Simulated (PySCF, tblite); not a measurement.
# C7H9BO2: geometry, infrared bands and NMR shifts

What infrared bands and NMR shifts should C7H9BO2 (`C=C1C=C(B(O)O)C=CC1`) show?

Computed with tblite 0.8.0 and PySCF 2.14.0, with density-fitted response routines of our own, on a single molecule in the gas phase. Atoms count from 0, in the outputs and in this text.

### Step 1. The molecule as given

19 atoms, charge 0, multiplicity 1; geometry from: force field or distance geometry start.

Bonds of the start (Å): C0–C1 1.32, C1–C2 1.49, C2–C3 1.32, C3–B4 1.57, B4–O5 1.46, B4–O6 1.47, C3–C7 1.49, C7–C8 1.34, C8–C9 1.51, C9–C1 1.52, C0–H10 1.09, C0–H11 1.08, C2–H12 1.08, O5–H13 0.99, O6–H14 1.00, C7–H15 1.08, C8–H16 1.08, C9–H17 1.11, C9–H18 1.11.

### Step 2. Relaxing the molecule with GFN2-xTB

Job settings and geometry (Å):

```
{"job": {"kind": "relax", "xc": "GFN2-xTB", "basis": "xTB"}, "charge": 0, "multiplicity": 1}
C     -2.508500     1.226900    -0.371500
C     -1.524000     0.421700    -0.026400
C     -0.108300     0.833800    -0.219900
C      0.898000     0.044200     0.117100
B      2.390200     0.494500    -0.092400
O      3.491800    -0.382600     0.276100
O      2.686100     1.805200    -0.692000
C      0.640900    -1.283800     0.730700
C     -0.603200    -1.734000     0.941900
C     -1.838600    -0.929500     0.597900
H     -3.552100     0.933000    -0.226800
H     -2.324000     2.196800    -0.808500
H      0.073400     1.810600    -0.654000
H      3.680900    -0.923200    -0.534300
H      2.747400     2.425800     0.087500
H      1.462200    -1.925400     1.016600
H     -0.745200    -2.706000     1.386900
H     -2.448400    -1.523800    -0.121400
H     -2.428500    -0.775100     1.526600
```

The run is started by

```sh
$ OMP_NUM_THREADS=1 python probes_run.py task.json out
```

The driver reads the jobs from task.json and runs them one after another.

**Question.** This job is followed by: GFN2-xTB harmonic vibrations, gas phase; GIAO PBE0/pcSseg-1 NMR shielding, non-relativistic, gas phase. What will the session give for the following? strongest single infrared mode (GFN2-xTB); zero-point energy (GFN2-xTB); 13C shifts against TMS (PBE0/pcSseg-1); 1H shifts against TMS (PBE0/pcSseg-1, means over atoms taken as alike); 11B shifts against BF3·OEt2 (PBE0/pcSseg-1); 17O shifts against H2O (PBE0/pcSseg-1, means over atoms taken as alike); surface potential, 1st and 99th percentile.

As calculated:

```
                                                               quantity                                               value
                              strongest single infrared mode (GFN2-xTB)                               1234 cm⁻¹, 679 km/mol
                                           zero-point energy (GFN2-xTB)                                       91.6 kcal/mol
                                 13C shifts against TMS (PBE0/pcSseg-1)  149.0, 142.5, 137.7, 135.8, 129.2, 123.6, 34.8 ppm
 1H shifts against TMS (PBE0/pcSseg-1, means over atoms taken as alike)        6.24, 5.98, 5.88, 5.42, 5.41, 4.32, 3.65 ppm
                            11B shifts against BF3·OEt2 (PBE0/pcSseg-1)                                            25.7 ppm
17O shifts against H2O (PBE0/pcSseg-1, means over atoms taken as alike)                                           115.6 ppm
                                  surface potential, 1st and 99th percentile                                  -1.77 V and 2.22 V
```

What this shows: The optimisation took 49 steps and gained 1.219 eV; among the close pairs (by a distance rule), B4–O6 changed most, from 1.471 to 1.353 Å. No mode is imaginary among the 51: a minimum at this level. The strongest single mode, at 1234 cm⁻¹, moves mainly B4. Unscaled tight-binding wavenumbers are off by several per cent, some by more. Its intensities can rank the bands wrongly. At PBE0/pcSseg-1: The widest tensor belongs to C1: span 244 ppm, with a paramagnetic part of -222 ppm. By nearest atom (PBE0/pcSseg-1), the HOMO sits on C0 20 %; C2, C3, C8 about 14 % each and the LUMO on C2, C3 about 17 % each; C0, C8 about 13 % each.
